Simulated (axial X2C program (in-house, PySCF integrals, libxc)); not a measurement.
# ZrI: Ω levels from open-shell CI on d2 s1 p(π)0

Which Ω levels does ZrI have in the configuration d2 s1 p(π)0, and how far apart?

Method: two-component X2C, average-of-configuration Hartree–Fock and CI in the open shells; program: an in-house X2C program for linear molecules on PySCF integrals.

All values are calculated.

## (1) Set-up

The input, task.json:

```json
{"zs": [40, 53], "q": 0, "bas": ["dyall-v3z", "dyall-v3z"], "r0": 2.87, "metal": 0, "shells": [[2, [0, 1, 2], 2], [0, [0], 1], [1, [1], 0]], "fix": 0, "emax": 3.2, "nroots": 4}
```

Keys: zs atomic numbers; q charge; bas basis sets; r0 starting distance in Å; metal index of the metal atom; shells open shells as [l, |m| values, electrons]; fix electron count of the first shell held; emax energy window in eV; nroots roots for each Ω.

The run is started by

```
> python soci.py task.json out
```

Two-component X2C with atomic mean-field Coulomb and Gaunt terms, basis Zr dyall-v3z, I dyall-v3z (cores contracted in-house). Orbitals come from Hartree–Fock averaged over the configuration Zr d2 s1 p(π)0; CI then distributes these electrons over the d, s, p(π) shells of Zr.

## (2) CI at R = 2.887 Å

What does the calculation give? Wanted: lowest level of the model; next level; lowest curve, Re and ωe.

As calculated:

| quantity | value |
| --- | --- |
| lowest level of the model | Ω = 3/2, g∥ = 0.01, 97% d2 s1 |
| next level | Ω = 5/2, 345 cm⁻¹ higher |
| lowest curve, Re and ωe | 2.862 Å, 189.9 cm⁻¹ |

**Reading.** In the lowest level ⟨Sz⟩ = -1.49 and ⟨Lz⟩ = 2.99; its leading determinant has weight 0.82 among 82. From 2.887 to 2.685 Å the gap from the lowest to the fifth level goes from 1141 to 1221 cm⁻¹. Without dynamic correlation distances can be off by several hundredths of an Å, and the wavenumbers are rough. Dynamic correlation is missing, so gaps between terms are too wide and other configurations may lie lower; the lowest level listed is that of this model, not necessarily the ground state. For d shells the ligand-field splittings (σ, π, δ) and their order can be off by a thousand cm⁻¹ or more. At most 4 roots were kept for each Ω > 0 (twice that for Ω = 0) within 3.2 eV of the lowest, so higher up levels can be missing between those listed; levels with Ω > 0 are doubly degenerate and listed once, Ω = 0 levels singly. States that fill the shells left empty in the average are placed too high.
